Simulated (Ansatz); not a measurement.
# C2H6SSi: one species, many methods

How much do the methods differ for C2H6SSi? The plan is to run it at one geometry with functionals of several rungs and with coupled cluster. The yardstick is the atomisation energy at the CCSD(T) limit.

Program: Ansatz 0.2.0, Gaussian basis. Level of theory: functionals in def2-TZVPP, the program's frozen cores in correlated methods. These are calculated values, not measurements.

The runs, in order: PBE-D4, r2SCAN-D4, PBE0-D4, B3LYP-D4, ωB97X-V, ωB97M-V, B2PLYP; CCSD(T)/def2-TZVPP; CCSD(T)/def2-QZVPP; extrapolation to the limit.

## Step 1: The relaxed structure

An earlier PBE0-D4/def2-TZVP relaxation fixed the geometry.

SMILES `C[Si]SC`, 10 atoms, charge 0, spin multiplicity 1.

Atoms are counted from 1 here; the program's logs count them from 0.

Bond lengths: C1–Si2 1.903 Å, C1–H5 1.096 Å, C1–H6 1.096 Å, C1–H7 1.091 Å, Si2–S3 2.109 Å, S3–C4 1.811 Å, C4–H8 1.091 Å, C4–H9 1.090 Å, C4–H10 1.090 Å. Angles: Si2–C1–H5 108.1°, Si2–C1–H6 108.3°, Si2–C1–H7 116.5°, H5–C1–H6 105.8°, H5–C1–H7 108.8°, H6–C1–H7 108.8°, C1–Si2–S3 96.6°, Si2–S3–C4 103.4°, S3–C4–H8 110.3°, S3–C4–H9 109.1°, S3–C4–H10 109.1°, H8–C4–H9 109.6°, H8–C4–H10 109.6°, H9–C4–H10 109.2°.

## Step 2: PBE-D4 (GGA)

File in.yaml:

```yaml
crystal:
  periodic: [false, false, false]
  atoms:
    - {symbol: C, position_ang: [0.601532, 2.193538, 0.069051]}
    - {symbol: Si, position_ang: [-0.735119, 0.844299, 0.184355]}
    - {symbol: S, position_ang: [0.546609, -0.797275, -0.144911]}
    - {symbol: C, position_ang: [-0.568950, -2.222776, -0.075604]}
    - {symbol: H, position_ang: [0.319452, 2.884497, -0.734208]}
    - {symbol: H, position_ang: [0.575575, 2.782708, 0.993114]}
    - {symbol: H, position_ang: [1.624099, 1.853544, -0.103389]}
    - {symbol: H, position_ang: [-1.591489, -1.894551, 0.114745]}
    - {symbol: H, position_ang: [-0.526875, -2.754233, -1.025861]}
    - {symbol: H, position_ang: [-0.244823, -2.889741, 0.722707]}
basis:
  gaussian: {orbitals: def2-TZVPP}
hamiltonian: {xc: pbe, dispersion: d4}
output: {forces: true, orbitals: {seedname: orbitals}}
```

The run is started by

```sh
ansatz run in.yaml --threads 2 --pin off --events-out ev --progress --plain --max-ram 32768MiB --backend cpu
```

The runs that follow: r2SCAN-D4 (meta-GGA); PBE0-D4 (hybrid); B3LYP-D4 (hybrid); ωB97X-V (range-separated); ωB97M-V (range-separated); B2PLYP (double hybrid); CCSD(T) in def2-TZVPP; CCSD(T) in def2-QZVPP.

**Question.** What will the summary of the whole plan be? Wanted: atomisation energy, CCSD(T)/CBS; farthest; mean size of error, hybrid; mean size of error, range-separated; gap, smallest and largest; T1 diagnostic; triples share of the correlation energy.

**Answer**, as computed:

| quantity | value |
| --- | --- |
| atomisation energy, CCSD(T)/CBS | 850.8 kcal/mol |
| functionals within 4.3 kcal/mol (0.5 %) | r2SCAN-D4, PBE0-D4, B3LYP-D4, ωB97X-V |
| farthest | PBE-D4 (+15.3 kcal/mol) |
| mean size of error, hybrid | 2.2 kcal/mol |
| mean size of error, range-separated | 4.0 kcal/mol |
| gap, smallest and largest | 2.65 eV (PBE-D4), 8.71 eV (ωB97X-V) |
| T1 diagnostic | 0.0139 |
| triples share of the correlation energy | 4.3 % |

What this shows: PBE-D4 is off by +15.3 kcal/mol, about 1.7 kcal/mol a bond. Double hybrids carry the basis error of their MP2 part in triple zeta, and no dispersion term here, so their miss is partly the set-up's. Misses under about 4.3 kcal/mol are within the doubt on the reference itself, which lacks core-valence correlation, relativity and higher excitations. Hartree-Fock recovers 74 % of the binding; the rest is correlation. Orbital gaps span 2.7 to 8.7 eV; exact exchange widens them. The restricted reference is unstable towards a spin-broken one.
